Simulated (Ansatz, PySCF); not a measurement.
**Yb2S3 in two programs**

Yb2S3 (singlet in the valence; each metal's 4f electrons, 13 of them, lie in its core potential, out of spins and levels), relaxed with PySCF 2.14.0, RKS B3LYP, Yb lcecp-1-SVP with ECP59, S def2-SVP; non-relativistic Hamiltonian with scalar-relativistic core potentials where named; density fitting; no spin-orbit coupling:

```xyz
5

Yb    0.5359   -0.2682    2.3011
Yb    0.5359   -0.2682   -2.3011
S     1.4919   -0.7467    0.0000
S    -1.5002    0.7508    2.6580
S    -1.5002    0.7508   -2.6580
```

There the HOMO–LUMO gap is 2.40 eV. The 4f levels lie in the core potential and are missing.

The same geometry by Ansatz 0.2.0 (PBE, PAW with the 4f shell of lanthanides and the 5f shell of actinides in the valence, a periodic box with 9 Å of vacuum; gaps over both spins; site moments in spheres, but by Gaussian weights under spin-orbit coupling, so that the two can't be compared; unpaired electrons at the start: 2, along z under spin-orbit coupling; the open shells may stand above their lowest state):

```json
{"spin-orbit coupling": "without", "U on f (eV)": "5", "gap (eV)": "0.25", "spin moment on Yb1 (μB)": "0.26", "orbital moment of its f shell (μB)": "–", "largest force component (eV/Å)": "1.83"}
```

Q: What does the run without spin-orbit coupling and with U = 0 eV give?

A: gap (eV): 0.05, spin moment on Yb1 (μB): 0.41, largest force component (eV/Å): 1.35. It took 99 s on 2 threads of Arm Neoverse V2, on a shared host, peak memory 1.3 GiB.

Semilocal functionals tend to give orbital moments well under those of Hund's rules.

Without U the plane-wave gap ends on 4f levels, which the Gaussian run lacks; U moves filled and empty 4f levels apart, though the lowest empty ones can remain 4f.

The spin-orbit runs use fully relativistic datasets of their own, so changes of a few hundredths of an eV needn't come from the coupling.

No frequency check is given that shows the relaxed geometry to be a minimum, and it was reached by following one of several unstable modes of a saddle point. An lcecp potential fixes the number of 4f electrons, so in runs with it no electron can move into or out of that shell.
